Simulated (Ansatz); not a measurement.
**CH6N2Si: up Jacob's ladder to CCSD(T)**

An exercise on one series of results from a longer session: the logs are not shown, and one member is left open.

Method: functionals in def2-TZVPP, the program's frozen cores in correlated methods; program: Ansatz 0.2.0, Gaussian basis.

Plan: LDA (SPW92), PBE-D4, revPBE-D4, BLYP-D4, r2SCAN-D4, B97M-V, PBE0-D4, B3LYP-D4, r2SCANh-D4, r2SCAN0-D4, HSE06-D4, BHLYP-D4, CAM-B3LYP-D4, LC-ωPBE, ωB97X-V, ωB97M-V, B2PLYP, PBE-QIDH; CCSD(T)/def2-SVP; CCSD(T)/def2-TZVPP; MP2/def2-QZVPP; extrapolation to the limit; RPA on PBE.

### The geometry

An earlier PBE0-D4 in a triple-zeta def2 set relaxation fixed the geometry.

SMILES `N=C(N)[SiH3]`, 10 atoms, charge 0, spin multiplicity 1.

Atoms are counted from 1 here; the program's logs count them from 0.

Bond lengths: N1–C2 1.276 Å, N1–H5 1.024 Å, C2–N3 1.368 Å, C2–Si4 1.898 Å, N3–H6 1.008 Å, N3–H7 1.004 Å, Si4–H8 1.483 Å, Si4–H9 1.492 Å, Si4–H10 1.480 Å. Angles: C2–N1–H5 112.6°, N1–C2–N3 127.1°, N1–C2–Si4 114.4°, N3–C2–Si4 118.4°, C2–N3–H6 119.4°, C2–N3–H7 119.7°, H6–N3–H7 116.4°, C2–Si4–H8 109.4°, C2–Si4–H9 109.5°, C2–Si4–H10 109.4°, H8–Si4–H9 108.6°, H8–Si4–H10 110.6°, H9–Si4–H10 109.4°.

Geometry (Å):

```xyz
10

N    -1.34479    1.01456    0.06889
C    -0.21791    0.43741   -0.08809
N     0.89755    0.95453   -0.68822
Si   -0.17117   -1.36361    0.50776
H    -1.34865    1.97437   -0.28658
H     0.92897    1.93751   -0.90935
H     1.78270    0.49477   -0.57194
H    -0.96801   -2.20743   -0.41512
H     1.23825   -1.85327    0.50260
H    -0.71384   -1.44004    1.88294
```

The first run:

The input, in.yaml:

```yaml
crystal:
  periodic: [false, false, false]
  atoms:
    - {symbol: N, position_ang: [-1.344786, 1.014555, 0.068885]}
    - {symbol: C, position_ang: [-0.217909, 0.437415, -0.088088]}
    - {symbol: N, position_ang: [0.897547, 0.954526, -0.688219]}
    - {symbol: Si, position_ang: [-0.171175, -1.363612, 0.507763]}
    - {symbol: H, position_ang: [-1.348648, 1.974374, -0.286581]}
    - {symbol: H, position_ang: [0.928970, 1.937508, -0.909347]}
    - {symbol: H, position_ang: [1.782704, 0.494770, -0.571940]}
    - {symbol: H, position_ang: [-0.968007, -2.207428, -0.415115]}
    - {symbol: H, position_ang: [1.238245, -1.853269, 0.502603]}
    - {symbol: H, position_ang: [-0.713843, -1.440038, 1.882939]}
basis:
  gaussian: {orbitals: def2-TZVPP}
hamiltonian: {xc: lda}
output: {orbitals: {seedname: orbitals}}
```

The run is started by

```console
$ ansatz run in.yaml --threads 2 --pin off --events-out ev --progress --plain --max-ram 4352MiB
```

Steps of the session up to this table: LDA; PBE-D4 (GGA); revPBE-D4 (GGA); BLYP-D4 (GGA); r2SCAN-D4 (meta-GGA); B97M-V (meta-GGA); PBE0-D4 (hybrid); B3LYP-D4 (hybrid); r2SCANh-D4 (hybrid); r2SCAN0-D4 (hybrid); HSE06-D4 (hybrid); BHLYP-D4 (hybrid); CAM-B3LYP-D4 (range-separated); LC-ωPBE (range-separated); ωB97X-V (range-separated); ωB97M-V (range-separated); B2PLYP (double hybrid); PBE-QIDH (double hybrid).

One table of the session follows, with a row left open; its other results are not shown here.

It belongs to the step «Orbital energies across the functionals». 

| functional | HOMO (eV) | gap (eV) |
| --- | --- | --- |
| LDA (SPW92) | -6.02 | 4.83 |
| PBE-D4 | -5.88 | 4.91 |
| revPBE-D4 | -5.82 | 4.93 |
| BLYP-D4 | -5.76 | 4.92 |
| r2SCAN-D4 | -6.14 | 5.36 |
| B97M-V | -6.22 | 5.40 |
| PBE0-D4 | -7.16 | 7.17 |
| B3LYP-D4 | -6.94 | 6.72 |
| r2SCANh-D4 | -6.62 | 6.20 |
| r2SCAN0-D4 | -7.34 | 7.46 |
| HSE06-D4 | -6.76 | 6.38 |
| BHLYP-D4 | ? | ? |
| CAM-B3LYP-D4 | -8.53 | 9.68 |
| LC-ωPBE | -9.90 | 12.21 |
| ωB97X-V | -9.52 | 11.74 |
| ωB97M-V | -9.44 | 11.46 |

Q: Estimate the row for BHLYP-D4 from the others.

Worked estimate for «HOMO (eV)». Against the share of exact exchange, BLYP-D4 (0, -5.76), B3LYP-D4 (0.2, -6.94) give a slope of -5.90 per unit share; at 0.5 the line stands at -8.71.

The run gave: HOMO (eV): -8.31; gap (eV): 9.37. In «HOMO (eV)» the line misses by -0.40.
